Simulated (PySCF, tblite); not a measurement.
# C₆H₈N₂O: infrared bands and NMR shifts

Wanted: the infrared bands and NMR shifts of C₆H₈N₂O (`Cc1cnn(C)c1C=O`), by calculation.

The runs use tblite 0.8.0 and PySCF 2.14.0, with density-fitted response routines of our own; the level of theory stands in each step. All values are computed, except where a source is named. Atoms are numbered from 0 throughout.

## 1. The molecule as given

17 atoms, charge 0, multiplicity 1; geometry from: GFN2-xTB.

Bonds of the start (Å): C0–C1 1.49, C1–C2 1.39, C2–N3 1.33, N3–N4 1.31, N4–C5 1.43, N4–C6 1.36, C6–C7 1.44, C7–O8 1.21, C6–C1 1.40, C0–H9 1.09, C0–H10 1.09, C0–H11 1.09, C2–H12 1.07, C5–H13 1.09, C5–H14 1.09, C5–H15 1.09, C7–H16 1.11.

## 2. Harmonic vibrations with GFN2-xTB

The job: settings as JSON, then the geometry in Å.

```
{"job": {"kind": "ir", "xc": "GFN2-xTB", "basis": "xTB"}, "charge": 0, "multiplicity": 1}
C     -2.414189    -0.551792     0.278244
C     -1.129694     0.180892     0.133643
C     -0.928440     1.560060     0.127477
N      0.357972     1.855581    -0.021263
N      1.002714     0.717789    -0.111923
C      2.424822     0.692418    -0.280590
C      0.159003    -0.351436    -0.025306
C      0.583689    -1.724970    -0.088708
O      1.721405    -2.115251    -0.226622
H     -2.602256    -1.176839    -0.594165
H     -2.392507    -1.196285     1.156495
H     -3.233819     0.154267     0.384165
H     -1.654329     2.342499     0.224101
H      2.895592     0.154787     0.543465
H      2.688649     0.185942    -1.209960
H      2.771704     1.723366    -0.303514
H     -0.257313    -2.438999     0.004553
```

**Question.** This job is followed by: GIAO PBE0/pcSseg-1 NMR shielding, non-relativistic, gas phase. What will the session give for the following? strongest single infrared mode (GFN2-xTB); zero-point energy (GFN2-xTB); ¹³C shifts against TMS (PBE0/pcSseg-1); ¹H shifts against TMS (PBE0/pcSseg-1, means over atoms taken as alike); ¹⁵N shifts against NH3 (PBE0/pcSseg-1); ¹⁷O shifts against H2O (PBE0/pcSseg-1).

The runs gave:

| quantity | value |
| --- | --- |
| strongest single infrared mode (GFN2-xTB) | 1719 cm⁻¹, 462 km/mol |
| zero-point energy (GFN2-xTB) | 83.1 kcal/mol |
| ¹³C shifts against TMS (PBE0/pcSseg-1) | 182.9, 141.3, 140.1, 132.9, 42.5, 10.8 ppm |
| ¹H shifts against TMS (PBE0/pcSseg-1, means over atoms taken as alike) | 10.36, 7.30, 4.23, 2.54 ppm |
| ¹⁵N shifts against NH3 (PBE0/pcSseg-1) | 367.7, 236.1 ppm |
| ¹⁷O shifts against H2O (PBE0/pcSseg-1) | 633.9 ppm |

All 45 modes are real, so the xTB geometry is a minimum. The strongest single mode, at 1719 cm⁻¹, moves mainly C7 and O8. GFN2-xTB is a fitted tight-binding method: band positions and strengths are rough. Its intensities can rank the bands wrongly. The most deshielded carbon is C7 (aldehyde carbonyl carbon), at 182.9 ppm: the double bond to the heteroatom, with no lone-pair donor beside it, deshields it most. H16 (hydrogen on an aldehyde carbonyl carbon) lies farthest downfield among hydrogen, at 10.36 ppm; deshielded by the polar, anisotropic C=O bond. At PBE0/pcSseg-1: Shielding is most anisotropic at O8 (span 1348 ppm, paramagnetic term -697 ppm). NICS(1)zz of -28 ppm above the planar ring from C1 marks a diatropic (aromatic) ring current.
